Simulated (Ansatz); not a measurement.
# GaSi (quartet): wave-function methods side by side at distance Si1–Ga2 = 5.430 Å, cc-pVDZ

An exercise on one series of results from a longer session: the logs are not shown, and one member is left open.

The runs use Ansatz 0.2.0, Gaussian basis; cc-pVDZ, core rule «outside noble gas», up to 19 orbitals frozen.

The runs, in order: UHF; CCSD(T) on ROHF; CCSD(T) on UHF; BCCD(T) on ROHF; CISD as a restricted active space (open shells left free, so some higher excitations enter); CCSDT(Q) on ROHF; CCSDT(Q) on UHF; CASSCF and MRCISD+Q, 5 electrons in 5 orbitals; CASSCF and NEVPT2, 5 electrons in 5 orbitals; CASSCF and MRCISD+Q, 7 electrons in 8 orbitals; CASSCF and NEVPT2, 7 electrons in 8 orbitals; Full CI.

23 further runs of the same task are left out: 2 for a known fault of the program, 18 that didn't finish, 3 set aside as unsound or not needed. Runs told in other sessions of the task aren't counted.

## What is computed

The geometry derives from a PBE0/def2-TZVP stationary point (not a proven minimum). One bond is set to the value named and the two fragments are kept rigid. No spin-orbit coupling is included. The filled d shell of Ga may be among the frozen orbitals whatever the setting's name suggests.

2 atoms, charge 0, spin multiplicity 4.

Atoms are counted from 1 here; the program's logs count them from 0.

No contacts short enough for the rule that draws bonds.

The first run:

Contents of in.yaml:

```yaml
crystal:
  periodic: [false, false, false]
  atoms:
    - {symbol: Si, position_ang: [0.000000, 0.000000, 0.000000]}
    - {symbol: Ga, position_ang: [0.000000, 0.000000, 5.430000]}
basis:
  gaussian: {orbitals: cc-pVDZ}
magnetization: {spin_polarized: true, initial_magnetization: 3}
hamiltonian: {xc: hf}
output: {orbitals: {seedname: orbitals}}
```

The run is started by

```sh
$ ansatz run in.yaml --threads 1 --pin off --events-out ev --progress --plain --max-ram 2393MiB
```

Steps of the session up to this table: UHF; CCSD(T) on ROHF; CCSD(T) on UHF; BCCD(T) on ROHF; CISD as a restricted active space (open shells left free, so some higher excitations enter); CCSDT(Q) on ROHF; CCSDT(Q) on UHF; CASSCF and MRCISD+Q, 5 electrons in 5 orbitals; CASSCF and NEVPT2, 5 electrons in 5 orbitals; CASSCF and MRCISD+Q, 7 electrons in 8 orbitals; CASSCF and NEVPT2, 7 electrons in 8 orbitals; Full CI.

One of the session's tables, all rows but one given; the rest of the session is left out.

```
     method  from FCI (kcal/mol)
       ROHF                    ?
        UHF               +69.33
       RMP2               +22.96
       UMP2               +22.73
       CISD                +5.78
      RCCSD                +1.89
      UCCSD                +1.68
   RCCSD(T)                +0.81
   UCCSD(T)                +0.71
    BCCD(T)                +0.80
     RCCSDT                +0.28
     UCCSDT                +0.23
  RCCSDT(Q)                +0.20
  UCCSDT(Q)                +0.16
CASSCF pair               +64.98
NEVPT2 pair               +20.40
        FCI                    0
```

**Question.** Estimate the row for ROHF.

As computed: from FCI (kcal/mol): +73.34. In the column «from FCI (kcal/mol)» it is the highest.

Not comparable, so not listed: CASSCF and MRCISD+Q, 5 electrons in 5 orbitals (they don't share determinant, frozen orbitals or solution with the rows shown, or repeat one).

Limits of these values: Left out of the table: CASSCF valence, NEVPT2 valence, MRCISD valence, MRCISD+Q valence (the active space lost an orbital or holds another state than full CI finds). Levels on UHF freeze UHF's core orbitals, full CI those of ROHF, so the U rows can settle a little off it for that reason alone. Restricted and unrestricted rows rest on different reference determinants; a gap between their highest levels can come from leftover correlation error, from unlike frozen cores or from another state. Warnings in the runs' records: passed over end.
